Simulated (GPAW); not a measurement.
Runs of GPAW 26.7.0 on SnO. Symmetry: P4/nmm, No. 129, tetragonal system. The conventional cell has a = 3.799 Å, b = 3.799 Å, c = 4.841 Å, α = 90.00°, β = 90.00°, γ = 90.00°. Around Sn (site symmetry 4mm) lie 4 O at 2.22 Å. Around O (site symmetry -4m2) lie 4 Sn at 2.22 Å. 

```csv
task,level,potentials or basis,band path,band points,gap on the mesh (eV),pressure (GPa),largest force (eV/Å)
single point,TB-mBJ,"GPAW PAW data sets for LDA (gpaw-data 1.2.1), pw",-,-,0.13,-,-
band structure,PBE,"GPAW PAW data sets (gpaw-data 1.2.1), pw","GXMGZRAZ,XR,MA",60,-,1.4,0.45
band structure,GLLB-SC,"the program's PAW data sets (release 1.2.1) made for this functional, pw","GXMGZRAZ,XR,MA",80,(b),-,-
band structure,r2SCAN,"GPAW PAW data sets (gpaw-data 1.2.1), pw","GXMGZRAZ,XR,MA",100,0.18,-2.0,(a)
band structure,LDA,"the program's PAW data sets (release 1.2.1) made for this functional, pw","GXMGZRAZ,XR,MA",100,0.14,-5.8,(c)
```

Alike in all rows: no spin polarisation; cell as given; k mesh 8 × 8 × 6; cutoff (eV) 600; smearing fermi-dirac 0.05 eV.

Problem. Fill in the values left out.

Solution. (a) 0.02; (b) 0.40; (c) 0.17.

Caveats: spin-orbit coupling is left out, which moves the levels of the heavy elements (some runs); the cutoff is short for stress and forces, so pressures can be off by a GPa or more (some runs); a model potential gives levels but no total energy (some runs); the PAW data sets were made with another functional, which shifts forces and pressure a little (some runs); the GLLB-SC gap is the Kohn-Sham gap of the path plus the derivative discontinuity (some runs).

A k mesh can miss the band edges, and the runs leave out spin-orbit coupling on Sn.

Not every run made on this cell is shown here.
